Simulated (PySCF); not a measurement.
# GeN: basis, grid and Hamiltonian

Which parts of the numerical set-up matter for GeN? Each run edits the base script.

Method: method and basis as typed in the scripts; program: PySCF 2.14.0.

3 further runs of the same task are left out: 3 that didn't finish.

## 1. The starting structure

GeN: 2 atoms, charge 0, spin multiplicity 2.

Bond lengths: Ge1–N2 1.633 Å.

## 2. The run that the others are compared with

Input file input.py:

```python
from pyscf import gto, dft

mol = gto.M(
    atom='Ge 0 0 0; N 0 0 1.633',
    basis='crenbl',
    ecp={'Ge': 'crenbl', 'N': 'crenbl'},
    charge=0,
    spin=1,
    verbose=4,
)
mf = dft.UKS(mol, xc='revpbe')
mf.kernel()
mf.mulliken_pop()
mf.dip_moment()
print('orbital energies (hartree):', [e[max(0, n-3):n+3].round(4) for e, n in zip(mf.mo_energy, mol.nelec)])
```

Run with:

```bash
$ OMP_NUM_THREADS=1 python input.py
```

The log of this run is left out.

Base result: E(SCF) = -106.391905 Eh, 13 cycles, ⟨S²⟩ = 0.762, μ = 2.88 D.

The bond length is a typed value, not an optimised one.

## 3. Jorge-dzp (core potential off)

Run 1 changes basis set: crenbl → jorge-dzp; core potential: on → off. The core potential changes with it: totals don't compare.

Input file input.py:

```python
from pyscf import gto, dft

mol = gto.M(
    atom='Ge 0 0 0; N 0 0 1.633',
    basis='jorge-dzp',
    charge=0,
    spin=1,
    verbose=4,
)
mf = dft.UKS(mol, xc='revpbe')
mf.kernel()
mf.analyze()
print('orbital energies (hartree):', [e[max(0, n-3):n+3].round(4) for e, n in zip(mf.mo_energy, mol.nelec)])
```

Run with:

```bash
$ OMP_NUM_THREADS=1 python input.py
```

## 4. 6-31g (core potential off)

Run 2 changes basis set: crenbl → 6-31g; core potential: on → off. The core potential changes with it: totals don't compare.

Input file input.py:

```python
from pyscf import gto, dft

mol = gto.M(
    atom='Ge 0 0 0; N 0 0 1.633',
    basis='6-31g',
    charge=0,
    spin=1,
    verbose=4,
)
mf = dft.UKS(mol, xc='revpbe')
mf.kernel()
mf.analyze()
print('orbital energies (hartree):', [e[max(0, n-3):n+3].round(4) for e, n in zip(mf.mo_energy, mol.nelec)])
```

## 5. Lanl2dz

Run 3 changes basis set: crenbl → lanl2dz. The core potential changes with it: totals don't compare.

Changes to input.py since step 2:

```diff
@@ -4,4 +4,4 @@
     atom='Ge 0 0 0; N 0 0 1.633',
-    basis='crenbl',
-    ecp={'Ge': 'crenbl', 'N': 'crenbl'},
+    basis='lanl2dz',
+    ecp={'Ge': 'lanl2dz'},
     charge=0,
```

## 6. Integration grid 5

Run 4 changes integration grid: default → 5.

Changes to input.py since step 2:

```diff
@@ -11,2 +11,3 @@
 mf = dft.UKS(mol, xc='revpbe')
+mf.grids.level = 5
 mf.kernel()
```

Before running it: what results should come out? Wanted: for each run, E(SCF); from base; gap, α spin; SCF dipole.

**Answer**, as computed:

```
                           run  E(SCF) (hartree)  from base (eV)  cycles  gap, α spin (eV)  SCF dipole (D)  functions
                          base       -106.391905               0      13              4.63            2.88         48
jorge-dzp (core potential off)      -2131.407985  not comparable      15              4.56            2.66         58
    6-31g (core potential off)      -2131.099783  not comparable      13              4.64            2.51         36
                       lanl2dz        -58.401538  not comparable      14              4.63            2.67         17
            integration grid 5       -106.391905          0.0000      13              4.63            2.88         48
```

In words: No change of the SCF energy comes from integration grid 5.
